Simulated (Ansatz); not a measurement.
# Ge₂H₃+ (singlet): wave-function methods side by side, cc-pVDZ

Aim: climb from Hartree-Fock through coupled cluster for Ge₂H₃+ (singlet) at one geometry and basis, and see what each rung misses.

Method: cc-pVDZ, core rule «outside noble gas», up to 28 orbitals frozen; program: Ansatz 0.2.0, Gaussian basis.

The runs, in order: UHF; CCSD(T) on RHF; CCSD(T) on UHF; BCCD(T) on RHF; CISD; CCSDT(Q) on RHF; CCSDT(Q) on UHF.

19 further runs of the same task are left out: 6 that didn't finish, 13 set aside as unsound or not needed.

## Step 1: The system

The geometry is a PBE0/def2-TZVP stationary point (not a proven minimum) of the parent state, kept for this charge and spin. No spin-orbit coupling is included. The filled d shell of Ge may be among the frozen orbitals whatever the setting's name suggests; the logs give the count.

5 atoms, charge 1, spin multiplicity 1.

Atoms are counted from 1 here; the program's logs count them from 0.

Bond lengths: Ge1–Ge2 2.489 Å, Ge1–H3 1.550 Å, Ge1–H4 1.544 Å, Ge1–H5 1.544 Å. Angles: Ge2–Ge1–H3 104.2°, Ge2–Ge1–H4 115.6°, Ge2–Ge1–H5 115.6°, H3–Ge1–H4 106.7°, H3–Ge1–H5 106.7°, H4–Ge1–H5 107.3°.

## Step 2: UHF

in.yaml

```yaml
crystal:
  periodic: [false, false, false]
  atoms:
    - {symbol: Ge, position_ang: [-0.001989, 0.000001, 1.207499]}
    - {symbol: Ge, position_ang: [-0.001381, -0.000001, -1.281547]}
    - {symbol: H, position_ang: [1.500233, -0.000013, 1.588157]}
    - {symbol: H, position_ang: [-0.628647, 1.243483, 1.874144]}
    - {symbol: H, position_ang: [-0.628670, -1.243469, 1.874145]}
basis:
  gaussian: {orbitals: cc-pVDZ}
total_charge: 1
magnetization: {spin_polarized: true, initial_magnetization: 0}
hamiltonian: {xc: hf}
output: {orbitals: {seedname: orbitals}}
```

Run with:

```sh
> ansatz run in.yaml --threads 1 --pin off --events-out ev --progress --plain --max-ram 2393MiB
```

Further steps of the session: CCSD(T) on RHF; CCSD(T) on UHF; BCCD(T) on RHF; CISD; CCSDT(Q) on RHF; CCSDT(Q) on UHF.

Before running them: what should the planned runs give, taken together? Wanted: RCCSDT(Q) below the RHF energy; RMP2 from RCCSDT(Q); UMP2 from RCCSDT(Q); RCCSD from RCCSDT(Q); RCCSD(T) from RCCSDT(Q); UCCSD(T) from RCCSDT(Q); UCCSDT(Q) from RCCSDT(Q); T1 diagnostic.

The runs gave:

```
                         quantity                                                   value
   RCCSDT(Q) below the RHF energy                                              -5.3064 eV
              RMP2 from RCCSDT(Q)                                         +30.20 kcal/mol
              UMP2 from RCCSDT(Q)                                         +32.48 kcal/mol
             RCCSD from RCCSDT(Q)                                          +3.83 kcal/mol
          RCCSD(T) from RCCSDT(Q)                                          +0.85 kcal/mol
          UCCSD(T) from RCCSDT(Q)                                          +0.89 kcal/mol
         UCCSDT(Q) from RCCSDT(Q)                                          +0.03 kcal/mol
levels within 1 kcal/mol (43 meV)  RCCSD(T), UCCSD(T), BCCD(T), RCCSDT, UCCSDT, UCCSDT(Q)
                    T1 diagnostic                                                   0.019
```

RCCSD(T) misses by +0.85 kcal/mol, 0.7 % of the correlation energy. Coupled cluster took another determinant than the lowest Hartree-Fock one. These misses are within one basis, not against nature.
